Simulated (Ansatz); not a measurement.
# Ti4W: the cost of one run

Method: DFT PBE, scalar-relativistic, plane waves, PAW, in Ansatz 0.2.0.

## (1) The starting structure

It takes space group Cmmm (No. 65, orthorhombic). Conventional cell: a = 4.443 Å, b = 7.430 Å, c = 4.467 Å, α = 90.00°, β = 90.00°, γ = 90.00°. Ti (site symmetry m2m) has 3 Ti at 1.97 to 2.23 Å as nearest neighbours. Ti (site symmetry mmm) has 4 Ti at 1.97 to 2.23 Å as nearest neighbours. Ti (site symmetry mmm) has 2 W at 2.22 Å and 2 Ti at 2.23 Å as nearest neighbours. W (site symmetry mmm) has 2 Ti at 2.22 Å as nearest neighbours.

Coordinates:

```xyz
5
Lattice="2.2217 -3.7149 0.0000 2.2217 3.7149 0.0000 0.0000 0.0000 4.4673" Properties=species:S:1:pos:R:3 pbc="T T T"
Ti    2.2217    1.7433    2.2337
Ti    2.2217   -1.7433    2.2337
Ti    0.0000    0.0000    2.2337
Ti    0.0000    0.0000    0.0000
W     2.2217    0.0000    0.0000
```

Recipe of the guess: random cell by space group and Wyckoff sites (Cmmm, No. 65). The dimensions are guesses.

## (2) The guess as it stands, on a coarse mesh

File input.yaml:

```yaml
crystal:
  lattice:
    - [2.22168513, -3.7149333, 0.0]
    - [2.22168513, 3.7149333, 0.0]
    - [0.0, 0.0, 4.46733225]
  atoms:
    - { symbol: Ti, position: [0.26536955, 0.73463045, 0.5] }
    - { symbol: Ti, position: [0.73463045, 0.26536955, 0.5] }
    - { symbol: Ti, position: [0.0, 0.0, 0.5] }
    - { symbol: Ti, position: [0.0, 0.0, 0.0] }
    - { symbol: W, position: [0.5, 0.5, 0.0] }
basis:
  ecutwfc: 420
kpoints:
  mp_grid: { grid: [4, 4, 4] }
hamiltonian:
  xc: pbe
scf:
  occupations: { method: gaussian, width: 0.1 }
  lower_state_search: "off"
output:
  forces: true
  stress: true
  eigenvalues: true
```

Command:

```sh
$ ansatz run input.yaml --threads 1 --pin off --max-ram 2560MiB --backend cpu --events-out ev --progress --plain --runs-dir out
```

What time and memory should one allow on 1 thread of Arm Neoverse V1, shared host?

About 3.8 s, with a peak of 0.35 GiB.
